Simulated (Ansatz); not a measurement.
What does this script print? It uses Ansatz 0.2.0 through its Python package.

`fepbo3_reaction.py`
```python
'''Reaction energy of FePbO3 from FeO and PbO2, at the given cells.'''

from collections import Counter
import warnings

import ansatz as az
import numpy as np
from pymatgen.analysis.reaction_calculator import ComputedReaction
from pymatgen.entries.computed_entries import ComputedEntry

XC = 'LDA'
SCF_TOL = 1e-07
MAX_SCF = 150
K_SPACING = 0.26
SMEARING = 'cold'
SIGMA = 0.02

PHASES = {
    'FePbO3 Pm-3m': (
        [(3.947544, 0.0, 0.0), (0.0, 3.947544, 0.0), (0.0, 0.0, 3.947544)],
        [
            ('Fe', (0.5, 0.5, 0.5)),
            ('Pb', (0.0, 0.0, 0.0)),
            ('O', (0.5, 0.5, 0.0)),
            ('O', (0.5, 0.0, 0.5)),
            ('O', (0.0, 0.5, 0.5)),
        ],
    ),
    'FeO Fm-3m': (
        [(0.0, 2.1554, 2.1554), (2.1554, 0.0, 2.1554), (2.1554, 2.1554, 0.0)],
        [
            ('Fe', (0.0, 0.0, 0.0)),
            ('O', (0.5, 0.5, 0.5)),
        ],
    ),
    'PbO2 Fm-3m': (
        [(0.0, 2.57, 2.57), (2.57, 0.0, 2.57), (2.57, 2.57, 0.0)],
        [
            ('Pb', (0.0, 0.0, 0.0)),
            ('O', (0.25, 0.25, 0.25)),
            ('O', (0.75, 0.75, 0.75)),
        ],
    ),
}
MOMENTS = {'Fe': 3.5}  # parallel starting moments in muB


def build(vectors, sites):
    crystal = az.Crystal(lattice=az.Lattice.of(vectors))
    for symbol, position in sites:
        crystal = crystal.atom(symbol, position)
    return crystal

POLARISED = {'FePbO3 Pm-3m', 'FeO Fm-3m'}

ELEMENTS = {'-'}


def solve(name, crystal):
    calc = (
        crystal.calculation()
        .functional(XC)
        .basis(20 * az.Ry, xc_grid=3)
        .scf(tolerance=SCF_TOL, max_iterations=MAX_SCF, lower_state_search='light')
        .kpoints(spacing=K_SPACING)
        .occupations(SMEARING, width=SIGMA)
        .stress()
    )
    if 'Fe' in crystal.species() and name not in ELEMENTS:
        calc = calc.hubbard('Fe', 'd', u_eff=3.0)
    if name in POLARISED:
        calc = calc.spin('collinear')
    return calc.run()


def counts(outcome):
    return Counter(site.symbol for site in outcome.lattice.sites)


def volume_per_atom(outcome):
    return abs(np.linalg.det(outcome.lattice.cell_ang)) / len(outcome.lattice.sites)


def main() -> None:
    warnings.simplefilter('ignore', az.DeckWarning)

    phases = {name: build(*cell) for name, cell in PHASES.items()}
    for name in ['FePbO3 Pm-3m', 'FeO Fm-3m']:
        phases[name] = phases[name].moments({e: m for e, m in MOMENTS.items() if e in phases[name].species()})

    done = {}
    for name, crystal in phases.items():
        done[name] = solve(name, crystal)
        print(f'{name}: {done[name].report["energy_sigma0_ev"]:.4f} eV, {len(done[name].lattice.sites)} atoms')

    entry = {name: ComputedEntry(dict(counts(o)), o.report['energy_sigma0_ev']) for name, o in done.items()}
    reaction = ComputedReaction([entry['FeO Fm-3m'], entry['PbO2 Fm-3m']], [entry['FePbO3 Pm-3m']])
    reaction.normalize_to(entry['FePbO3 Pm-3m'].composition.reduced_composition)
    print(reaction)
    print('energy per formula unit of the product:', round(reaction.calculated_reaction_energy, 4), 'eV')
    for name, o in done.items():
        print(f'  {name:18s} {volume_per_atom(o):7.3f} A^3/atom')


if __name__ == '__main__':
    main()
```

```console
$ python fepbo3_reaction.py
FePbO3 Pm-3m: -17679.1947 eV, 5 atoms
RunWarning: this result is not held to the crystal's symmetry: a search behind the close, the SCF from the whole filling of its shells under DFT+U, one down a way that the close's least curvature [...]
FeO Fm-3m: -4970.6119 eV, 2 atoms
PbO2 Fm-3m: -12707.6796 eV, 3 atoms
FeO + PbO2 -> FePbO3
energy per formula unit of the product: -0.9032 eV
  FePbO3 Pm-3m        12.303 A^3/atom
  FeO Fm-3m           10.013 A^3/atom
  PbO2 Fm-3m          11.316 A^3/atom
```
(Warnings from the package without file and line, shortened.)

The settings weren't tested for convergence. The cutoff lies under the one recommended for these potentials. The magnetic order follows from the starting moments and needn't be the lowest. U, its shell and the double counting are chosen to explore, and aren't derived for this compound. For the metals among these phases the mesh is modest: differences between phases can be off by up to 40 meV an atom. The program warned that this SCF threshold is loose for forces or stresses. Spin-orbit coupling, which matters for elements this heavy, is left out. The cells come from databases of deposited and of computed structures, and not all need be stable phases. The reactants and the product are the structures named, not necessarily the lowest of each compound, so sign and change of volume hang on that choice. Magnetic phases start from parallel moments and may not end in their lowest magnetic state. A semilocal functional's error on such energies is often 0.05 to 0.1 eV an atom, and 0.1 to 0.3 eV against gases such as O2 or F2. The script silences the warnings on its input, which a real study should read. Wall time of the script: 50 s on 1 thread of Arm Neoverse V1, with other jobs on the host, peak memory 0.71 GiB.
